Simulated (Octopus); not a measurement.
# CHAlClNO (SMILES O=C=[N][AlH][Cl]): a chain of runs

Wanted: energy and forces (PZ81 LDA), then the response to a field (PZ81 LDA) of CHAlClNO. 

The calculation is run with Octopus 16.4.

6 further runs of the same task are left out: 6 set aside as unsound or not needed.

## Step 1: Starting point

The species is CHAlClNO (6 atoms), meant as a singlet with charge 0. As SMILES, `O=C=[N][AlH][Cl]`. Geometry: relaxed at PBE0-D4/def2-TZVP. This is one conformer, not always the lowest.

Bond lengths: O1–C2 1.164 Å, C2–N3 1.197 Å, N3–Al4 1.756 Å, Al4–Cl5 2.083 Å, Al4–H6 1.562 Å. Angles: O1–C2–N3 179.3°, C2–N3–Al4 173.9°, N3–Al4–Cl5 117.9°, N3–Al4–H6 120.9°, Cl5–Al4–H6 121.2°.

## Step 2: Energy and gradient at PZ81 LDA (scalar, in the pseudopotentials, pseudodojo_pbesol potentials, box margin 4 angstrom, extra states 0, grid spacing 0.19 angstrom, mix field default) (run 1)

The run is started by

```
$ OMP_NUM_THREADS=1 octopus > gs.log
```

The log of the run:

```text
Version                : 16.4
************************** Calculation Mode **************************
Input: [CalculationMode = gs]
Input: [SpinComponents = unpolarized]
******************************* Space ********************************
Octopus will run in 3 dimension(s).
Octopus will treat the system as periodic in 0 dimension(s).
Input: [AllElectronType = no]
Input: [PseudopotentialSet = pseudodojo_pbesol]
Reading Coordinates from Coordinates block
****************************** Species *******************************
  Species 'O'
    type             : pseudopotential
    file format      : UPF2
    valence charge   : 6.0
    atomic number    :   8
    form on file     : kleinman-bylander
    lmax             : 2
    llocal           : -1
    projectors per l : 2
    total projectors : 6
    application form : kleinman-bylander
    orbitals         :  4
    bound orbitals   :  4
  Species 'C'
    type             : pseudopotential
    file format      : UPF2
    valence charge   : 4.0
    atomic number    :   6
    form on file     : kleinman-bylander
    lmax             : 1
    llocal           : -1
    projectors per l : 2
    total projectors : 4
    application form : kleinman-bylander
    orbitals         :  4
    bound orbitals   :  4
  Species 'N'
    type             : pseudopotential
    file format      : UPF2
    valence charge   : 5.0
    atomic number    :   7
    form on file     : kleinman-bylander
    lmax             : 1
    llocal           : -1
    projectors per l : 2
    total projectors : 4
    application form : kleinman-bylander
    orbitals         :  4
    bound orbitals   :  4
  Species 'Al'
    type             : pseudopotential
    file format      : UPF2
    valence charge   : 3.0
    atomic number    :  13
    form on file     : kleinman-bylander
    lmax             : 2
    llocal           : -1
    projectors per l : 2
    total projectors : 6
    application form : kleinman-bylander
    orbitals         :  4
    bound orbitals   :  4
  Species 'Cl'
    type             : pseudopotential
    file format      : UPF2
    valence charge   : 7.0
    atomic number    :  17
    form on file     : kleinman-bylander
    lmax             : 2
    llocal           : -1
    projectors per l : 2
    total projectors : 6
    application form : kleinman-bylander
    orbitals         :  4
    bound orbitals   :  4
  Species 'H'
    type             : pseudopotential
    file format      : UPF2
    valence charge   : 1.0
    atomic number    :   1
    form on file     : kleinman-bylander
    lmax             : 1
    llocal           : -1
    projectors per l : 2
    total projectors : 4
    application form : kleinman-bylander
    orbitals         :  1
    bound orbitals   :  1
***************************** Symmetries *****************************
Symmetry elements :
Symmetry group    : C1
Input: [CurvMethod = curv_affine]
Input: [DerivativesStencil = stencil_star]
Input: [SmearingFunction = semiconducting]
Input: [SymmetrizeDensity = no]
******************************* States *******************************
Total electronic charge  =       26.000
Number of states         =       13
States block-size        =        4
************************** Parallelization ***************************
Info: Octopus will run in *serial*
******************************** Grid ********************************
Simulation Box:
  Type = minimum
  Radius  [A] =   4.000
Main mesh:
  Spacing [A] = ( 0.190, 0.190, 0.190)    volume/point [A^3] =      0.00686
  # inner mesh =      93656
  # total mesh =     134719
  Grid Cutoff [eV] =  1041.634699    Grid Cutoff [Ry] =    76.558745
Input: [StatesPack = yes]
** Warning:
**   The XCFunctional that you selected does not match the one used
**   to generate the pseudopotentials.
Input: [StatesOrthogonalization = cholesky_serial]
**************************** Theory Level ****************************
Input: [TheoryLevel = kohn_sham]
Exchange-correlation:
  Exchange
    Slater exchange (LDA)
  Correlation
    Perdew & Zunger (Modified) (LDA)
****************************** Hartree *******************************
Input: [DressedOrbitals = no]
The chosen Poisson solver is 'interpolating scaling functions'
Input: [FilterPotentials = filter_TS]
Info: Pseudopotential for O
  Radii for localized parts:
    local part     =  1.2 A
    non-local part =  1.2 A
    orbitals       =  3.8 A
Info: Pseudopotential for C
  Radii for localized parts:
    local part     =  1.1 A
    non-local part =  1.0 A
    orbitals       =  4.8 A
Info: Pseudopotential for N
  Radii for localized parts:
    local part     =  1.1 A
    non-local part =  1.1 A
    orbitals       =  4.2 A
Info: Pseudopotential for Al
  Radii for localized parts:
    local part     =  1.4 A
    non-local part =  1.4 A
    orbitals       =  6.8 A
Info: Pseudopotential for Cl
  Radii for localized parts:
    local part     =  1.2 A
    non-local part =  1.4 A
    orbitals       =  4.2 A
Info: Pseudopotential for H
  Radii for localized parts:
    local part     =  1.1 A
    non-local part =  0.8 A
    orbitals       =  4.6 A
Input: [RelativisticCorrection = non_relativistic]
Input: [DFTULevel = dft_u_none]
Input: [MagneticConstrain = 0]
****************** Approximate memory requirements *******************
Mesh
  global  :       1.0 MiB
  local   :       4.1 MiB
  total   :       5.1 MiB
States
  real    :      13.4 MiB (par_kpoints + par_states + par_domains)
  complex :      26.7 MiB (par_kpoints + par_states + par_domains)
Info: Generating external potential
      done.
Input: [InteractionTiming = timing_exact]
Info: Octopus initialization completed.
Info: Starting calculation mode.
Info: Allocating ground state wave-functions
      Block       1 contains       4 states:       1 -       4
      Block       2 contains       4 states:       5 -       8
      Block       3 contains       4 states:       9 -      12
      Block       4 contains       1 states:      13 -      13
Info: Ground-state allocation done.
Info: Could not find 'restart/gs' directory for restart.
Info: No restart information will be read.
** Warning:
**   Unable to read wavefunctions.
**   Starting from scratch!
**************************** Eigensolver *****************************
Input: [Eigensolver = cg]
Input: [Preconditioner = pre_filter]
Input: [PreconditionerFilterFactor = 0.5000]
Input: [SubspaceDiagonalization = standard]
Input: [MixField = potential] (what to mix during SCF cycles)
Input: [MixingScheme = broyden]
Info: Mixing uses    4 steps and restarts after   20 steps.
Input: [LCAOStart = lcao_states]
Input: [LCAOScaleFactor = 1.000]
Input: [LCAOMaximumOrbitalRadius = 10.58 A]
Info: Double-precision storage for     8 extra orbitals will be allocated.
Info: Unnormalized total charge =     25.993210
Info: Renormalized total charge =     26.000000
Info: Setting up Hamiltonian.
Info: Performing initial LCAO calculation with     21 orbitals.
Info: Getting Hamiltonian matrix elements.
Eigenvalues [eV]
 #st  Spin   Eigenvalue      Occupation
   1   --   -30.706049       2.000000
   2   --   -26.925246       2.000000
   3   --   -21.992789       2.000000
   4   --   -17.412415       2.000000
   5   --   -15.457254       2.000000
   6   --   -14.019380       2.000000
   7   --   -14.010966       2.000000
   8   --   -11.414769       2.000000
   9   --   -11.321848       2.000000
  10   --   -11.301589       2.000000
  11   --    -9.930664       2.000000
  12   --    -9.519344       2.000000
  13   --    -9.354533       2.000000
Info: Ground-state restart information will be written to 'restart/gs'.
Info: SCF using real wavefunctions.
Info: Starting SCF iteration.
*********************** SCF CYCLE ITER #    1 ************************
 etot  = -1.54308672E+03 abs_ev   =  1.21E+01 rel_ev   =  2.89E-02
 ediff =        5.67E+01 abs_dens =  4.53E+00 rel_dens =  1.74E-01
Converged eigenvectors: 0
#  State  Eigenvalue [eV]  Occupation    Error
      1      -31.532080    2.000000   ( 7.1E-02)
      2      -27.937466    2.000000   ( 8.5E-02)
      3      -22.082848    2.000000   ( 2.5E-02)
      4      -17.902371    2.000000   ( 6.0E-02)
      5      -16.064846    2.000000   ( 6.3E-02)
      6      -14.691318    2.000000   ( 7.8E-02)
      7      -14.683869    2.000000   ( 8.0E-02)
      8      -11.739684    2.000000   ( 5.6E-02)
      9      -11.660969    2.000000   ( 4.9E-02)
     10      -11.584838    2.000000   ( 4.1E-02)
     11      -10.367268    2.000000   ( 5.0E-02)
     12       -9.650164    2.000000   ( 2.7E-02)
     13       -9.524472    2.000000   ( 3.0E-02)
                                                                     ^
*********************** SCF CYCLE ITER #    2 ************************
 etot  = -1.48048755E+03 abs_ev   =  3.75E+01 rel_ev   =  9.84E-02
 ediff =        2.30E+00 abs_dens =  1.51E+00 rel_dens =  5.83E-02
Converged eigenvectors: 0
#  State  Eigenvalue [eV]  Occupation    Error
      1      -29.900324    2.000000   ( 1.0E-02)
      2      -25.442493    2.000000   ( 1.4E-02)
      3      -21.417200    2.000000   ( 4.4E-03)
      4      -15.590424    2.000000   ( 2.3E-02)
      5      -14.108370    2.000000   ( 1.4E-02)
      6      -13.249481    2.000000   ( 2.0E-02)
      7      -13.244363    2.000000   ( 2.1E-02)
      8      -11.182102    2.000000   ( 2.2E-02)
      9      -10.063219    2.000000   ( 3.5E-02)
     10       -9.426866    2.000000   ( 2.1E-02)
     11       -9.122266    2.000000   ( 2.3E-02)
     12       -9.037094    2.000000   ( 1.0E-02)
     13       -8.869291    2.000000   ( 1.0E-02)
                                                                     ^
[eigenvalue tables of the cycles between left out]
*********************** SCF CYCLE ITER #    3 ************************
 etot  = -1.42820585E+03 abs_ev   =  2.63E+01 rel_ev   =  7.40E-02
 ediff =        1.92E+00 abs_dens =  7.40E-01 rel_dens =  2.84E-02
*********************** SCF CYCLE ITER #    4 ************************
 etot  = -1.42066479E+03 abs_ev   =  4.77E+00 rel_ev   =  1.36E-02
 ediff =        2.77E-01 abs_dens =  1.47E-01 rel_dens =  5.65E-03
*********************** SCF CYCLE ITER #    5 ************************
 etot  = -1.41596676E+03 abs_ev   =  3.39E+00 rel_ev   =  9.76E-03
 ediff =        1.73E-01 abs_dens =  8.17E-02 rel_dens =  3.14E-03
*********************** SCF CYCLE ITER #    6 ************************
 etot  = -1.41813701E+03 abs_ev   =  1.24E+00 rel_ev   =  3.55E-03
 ediff =        7.98E-02 abs_dens =  3.87E-02 rel_dens =  1.49E-03
*********************** SCF CYCLE ITER #    7 ************************
 etot  = -1.41819442E+03 abs_ev   =  6.81E-02 rel_ev   =  1.96E-04
 ediff =        2.11E-03 abs_dens =  7.70E-03 rel_dens =  2.96E-04
*********************** SCF CYCLE ITER #    8 ************************
 etot  = -1.41810675E+03 abs_ev   =  4.90E-02 rel_ev   =  1.41E-04
 ediff =        3.22E-03 abs_dens =  4.37E-03 rel_dens =  1.68E-04
*********************** SCF CYCLE ITER #    9 ************************
 etot  = -1.41803254E+03 abs_ev   =  2.20E-02 rel_ev   =  6.31E-05
 ediff =        2.73E-03 abs_dens =  2.81E-03 rel_dens =  1.08E-04
*********************** SCF CYCLE ITER #   10 ************************
 etot  = -1.41801627E+03 abs_ev   =  1.18E-03 rel_ev   =  3.40E-06
 ediff =        5.98E-04 abs_dens =  5.82E-04 rel_dens =  2.24E-05
*********************** SCF CYCLE ITER #   11 ************************
 etot  = -1.41803879E+03 abs_ev   =  1.25E-02 rel_ev   =  3.60E-05
 ediff =        8.28E-04 abs_dens =  5.33E-04 rel_dens =  2.05E-05
*********************** SCF CYCLE ITER #   12 ************************
 etot  = -1.41804165E+03 abs_ev   =  3.64E-03 rel_ev   =  1.05E-05
 ediff =        1.05E-04 abs_dens =  1.92E-04 rel_dens =  7.38E-06
*********************** SCF CYCLE ITER #   13 ************************
 etot  = -1.41803862E+03 abs_ev   =  5.41E-04 rel_ev   =  1.55E-06
 ediff =        1.11E-04 abs_dens =  1.33E-04 rel_dens =  5.10E-06
*********************** SCF CYCLE ITER #   14 ************************
 etot  = -1.41803980E+03 abs_ev   =  8.67E-04 rel_ev   =  2.49E-06
 ediff =        4.33E-05 abs_dens =  2.55E-05 rel_dens =  9.79E-07
*********************** SCF CYCLE ITER #   15 ************************
 etot  = -1.41804019E+03 abs_ev   =  2.66E-04 rel_ev   =  7.65E-07
 ediff =        1.44E-05 abs_dens =  1.04E-05 rel_dens =  4.01E-07
*********************** SCF CYCLE ITER #   16 ************************
 etot  = -1.41804023E+03 abs_ev   =  1.84E-05 rel_ev   =  5.30E-08
 ediff =        1.27E-06 abs_dens =  3.54E-06 rel_dens =  1.36E-07
*********************** SCF CYCLE ITER #   17 ************************
 etot  = -1.41804014E+03 abs_ev   =  4.18E-05 rel_ev   =  1.20E-07
 ediff =        3.20E-06 abs_dens =  2.28E-06 rel_dens =  8.79E-08
Converged eigenvectors: 0
#  State  Eigenvalue [eV]  Occupation    Error
      1      -28.010042    2.000000   ( 2.0E-07)
      2      -23.422966    2.000000   ( 3.2E-07)
      3      -20.670715    2.000000   ( 3.6E-08)
      4      -14.071692    2.000000   ( 3.0E-08)
      5      -12.434771    2.000000   ( 8.5E-08)
      6      -11.800895    2.000000   ( 1.4E-07)
      7      -11.769042    2.000000   ( 1.4E-07)
      8      -10.379151    2.000000   ( 2.9E-08)
      9       -9.023533    2.000000   ( 5.2E-08)
     10       -8.613590    2.000000   ( 3.3E-08)
     11       -8.139153    2.000000   ( 3.6E-08)
     12       -7.945404    2.000000   ( 9.9E-08)
     13       -7.715054    2.000000   ( 1.4E-07)
                                                                     ^
*********************** SCF CYCLE ITER #   18 ************************
 etot  = -1.41804017E+03 abs_ev   =  1.73E-05 rel_ev   =  4.98E-08
 ediff =        1.14E-06 abs_dens =  9.73E-07 rel_dens =  3.74E-08
Converged eigenvectors: 0
#  State  Eigenvalue [eV]  Occupation    Error
      1      -28.010045    2.000000   ( 8.4E-08)
      2      -23.422967    2.000000   ( 3.7E-08)
      3      -20.670714    2.000000   ( 1.2E-08)
      4      -14.071692    2.000000   ( 3.7E-08)
      5      -12.434773    2.000000   ( 5.0E-08)
      6      -11.800897    2.000000   ( 5.4E-08)
      7      -11.769044    2.000000   ( 4.6E-08)
      8      -10.379151    2.000000   ( 7.4E-09)
      9       -9.023532    2.000000   ( 2.9E-08)
     10       -8.613589    2.000000   ( 3.0E-08)
     11       -8.139152    2.000000   ( 1.9E-08)
     12       -7.945405    2.000000   ( 5.8E-08)
     13       -7.715055    2.000000   ( 7.7E-08)
                                                                     ^
Info: SCF converged in   18 iterations
** Warning:
**   Some of the states are not fully converged!
Info: Number of matrix-vector products:       3257
Octopus emitted 3 warnings.
```

It took 14 s on 1 thread of Intel Xeon 6975P-C (Granite Rapids), shared host; peak memory 0.13 GiB.

(Part 1 of 2 ends here.)
